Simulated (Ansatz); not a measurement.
**Ga13Sb11 zinc blende off rod (Ga₁₃Sb₁₁F₆): the relaxed shape and its frontier levels**

Aim: characterise Ga13Sb11 zinc blende off rod (Ga₁₃Sb₁₁F₆) as a singlet: its structure, frontier levels and distribution of charge.

The runs use Ansatz 0.2.0, Gaussian basis; RKS PBE0-D4/def2-SVP.

The runs, in order: relaxation at PBE-D4/def2-SVP; a single point at PBE0-D4/def2-SVP.

1 further run of the same task is left out (set aside as unsound or not needed). Runs told in other sessions of the task aren't counted.

## Step 1: Starting geometry

30 atoms, charge 0, spin multiplicity 1.

Atoms are counted from 1 here; the program's logs count them from 0.

Bond lengths: Sb1–Ga12 2.622 Å, Sb1–Ga16 2.625 Å, Sb2–Ga15 2.620 Å, Sb2–Ga17 2.657 Å, Sb3–Ga13 2.659 Å, Sb3–Ga18 2.645 Å, Sb3–Ga19 2.644 Å, Sb4–Ga15 2.647 Å, Sb4–Ga18 2.666 Å, Sb4–Ga20 2.620 Å, Sb5–Ga12 2.621 Å, Sb5–Ga13 2.621 Å, Sb5–Ga15 2.651 Å, Sb5–Ga21 2.648 Å, Sb6–Ga14 2.653 Å, Sb6–Ga21 2.641 Å, Sb6–Ga22 2.627 Å, Sb7–Ga16 2.627 Å and more. Angles: Ga12–Sb1–Ga16 109.3°, Ga15–Sb2–Ga17 110.1°, Ga13–Sb3–Ga18 109.0°, Ga13–Sb3–Ga19 109.6°, Ga18–Sb3–Ga19 109.1°, Ga15–Sb4–Ga18 109.4°, Ga15–Sb4–Ga20 109.8°, Ga18–Sb4–Ga20 109.8°, Ga12–Sb5–Ga13 110.0°, Ga12–Sb5–Ga15 109.3°, Ga12–Sb5–Ga21 109.0°, Ga13–Sb5–Ga15 109.7°, Ga13–Sb5–Ga21 109.7°, Ga15–Sb5–Ga21 109.1°, Ga14–Sb6–Ga21 109.2°, Ga14–Sb6–Ga22 109.6°, Ga21–Sb6–Ga22 110.1°, Ga16–Sb7–Ga17 109.8° and more.

As a file:

| atom | x (Å) | y (Å) | z (Å) |
| --- | --- | --- | --- |
| Sb1 | -1.2973 | -4.0351 | 1.9943 |
| Sb2 | 1.7280 | -4.0339 | -1.0540 |
| Sb3 | -1.3105 | 2.0613 | -4.1052 |
| Sb4 | 1.7520 | -0.9970 | -4.1025 |
| Sb5 | -1.3135 | -0.9999 | -1.0679 |
| Sb6 | -1.2935 | 2.0531 | 1.9849 |
| Sb7 | 1.7358 | -1.0013 | 1.9894 |
| Sb8 | 1.7434 | 2.0720 | -1.0456 |
| Sb9 | -1.3431 | -1.0258 | 5.0367 |
| Sb10 | 1.7412 | 2.0558 | 5.0426 |
| Sb11 | 4.8293 | -1.0141 | -1.0663 |
| Ga12 | -2.7968 | -2.5127 | 0.4743 |
| Ga13 | -2.8352 | 0.5028 | -2.5832 |
| Ga14 | -2.8258 | 0.5091 | 3.5041 |
| Ga15 | 0.2215 | -2.5366 | -2.5872 |
| Ga16 | 0.2240 | -2.5219 | 3.5067 |
| Ga17 | 3.2815 | -2.5091 | 0.4691 |
| Ga18 | 0.2103 | 0.5385 | -5.6432 |
| Ga19 | 0.2357 | 3.5615 | -2.5720 |
| Ga20 | 3.2723 | 0.5088 | -2.5904 |
| Ga21 | 0.2234 | 0.5316 | 0.4496 |
| Ga22 | 0.2059 | 3.5805 | 3.5073 |
| Ga23 | 3.2761 | 0.5389 | 3.4896 |
| Ga24 | 0.2264 | 0.5459 | 6.5599 |
| F25 | -3.8904 | -3.5619 | -0.5827 |
| F26 | -3.8648 | -0.5284 | -3.6587 |
| F27 | -3.8799 | -0.5299 | 2.4752 |
| F28 | -0.8253 | -0.5477 | -6.7044 |
| F29 | 1.2866 | 4.6385 | -3.6461 |
| F30 | 1.2733 | 4.6350 | 2.4706 |

Sb takes a core potential in the def2 sets. No spin-orbit coupling is included.

The start is a built from a lattice or polyhedron geometry.

## Step 2: Optimising with PBE-D4/def2-SVP

The input, in.yaml:

```yaml
crystal:
  periodic: [false, false, false]
  atoms:
    - {symbol: Sb, position_ang: [-1.297300, -4.035100, 1.994300]}
    - {symbol: Sb, position_ang: [1.728000, -4.033900, -1.054000]}
    - {symbol: Sb, position_ang: [-1.310500, 2.061300, -4.105200]}
    - {symbol: Sb, position_ang: [1.752000, -0.997000, -4.102500]}
    - {symbol: Sb, position_ang: [-1.313500, -0.999900, -1.067900]}
    - {symbol: Sb, position_ang: [-1.293500, 2.053100, 1.984900]}
    - {symbol: Sb, position_ang: [1.735800, -1.001300, 1.989400]}
    - {symbol: Sb, position_ang: [1.743400, 2.072000, -1.045600]}
    - {symbol: Sb, position_ang: [-1.343100, -1.025800, 5.036700]}
    - {symbol: Sb, position_ang: [1.741200, 2.055800, 5.042600]}
    - {symbol: Sb, position_ang: [4.829300, -1.014100, -1.066300]}
    - {symbol: Ga, position_ang: [-2.796800, -2.512700, 0.474300]}
    - {symbol: Ga, position_ang: [-2.835200, 0.502800, -2.583200]}
    - {symbol: Ga, position_ang: [-2.825800, 0.509100, 3.504100]}
    - {symbol: Ga, position_ang: [0.221500, -2.536600, -2.587200]}
    - {symbol: Ga, position_ang: [0.224000, -2.521900, 3.506700]}
    - {symbol: Ga, position_ang: [3.281500, -2.509100, 0.469100]}
    - {symbol: Ga, position_ang: [0.210300, 0.538500, -5.643200]}
    - {symbol: Ga, position_ang: [0.235700, 3.561500, -2.572000]}
    - {symbol: Ga, position_ang: [3.272300, 0.508800, -2.590400]}
    - {symbol: Ga, position_ang: [0.223400, 0.531600, 0.449600]}
    - {symbol: Ga, position_ang: [0.205900, 3.580500, 3.507300]}
    - {symbol: Ga, position_ang: [3.276100, 0.538900, 3.489600]}
    - {symbol: Ga, position_ang: [0.226400, 0.545900, 6.559900]}
    - {symbol: F, position_ang: [-3.890400, -3.561900, -0.582700]}
    - {symbol: F, position_ang: [-3.864800, -0.528400, -3.658700]}
    - {symbol: F, position_ang: [-3.879900, -0.529900, 2.475200]}
    - {symbol: F, position_ang: [-0.825300, -0.547700, -6.704400]}
    - {symbol: F, position_ang: [1.286600, 4.638500, -3.646100]}
    - {symbol: F, position_ang: [1.273300, 4.635000, 2.470600]}
basis:
  gaussian: {orbitals: def2-SVP, fitting: {mean_field: def2-universal-jkfit}}
hamiltonian: {xc: pbe, dispersion: d4}
scf: {lower_state_search: "off"}
output: {orbitals: {seedname: orbitals}}
relax: {f_tol: 0.03, max_steps: 70}
```

On the command line:

```bash
$ ansatz run in.yaml --threads 11 --pin off --events-out ev --progress --plain --max-ram 110592MiB --backend cuda --devices 0, --max-vram 75GiB
```

After this run come: Single point, PBE0-D4/def2-SVP.

Before running them: what should the planned runs give, taken together? Wanted: point group; commonest bond; HOMO, LUMO at PBE0-D4/def2-SVP; dipole at PBE-D4/def2-SVP.

**Answer**, as computed:

| quantity | value |
| --- | --- |
| point group | C1 |
| commonest bond | Ga–Sb, 32 of mean length 2.686 Å |
| HOMO, LUMO at PBE0-D4/def2-SVP | -5.23, -3.69 eV |
| dipole at PBE-D4/def2-SVP | 6.04 D |

The relaxation broke 0 and made 6 bonds, so the end is another structure than the start. No usable vibrations, so a minimum isn't proven. The HOMO lies nearest to Sb11 37 %; Sb10 15 % and the LUMO to Ga15, Ga17 about 17 % each; Ga20 13 %. Whether this spin is the lowest isn't tested here. The point group is read from a loosely relaxed geometry; soft torsions can leave it below the true symmetry.
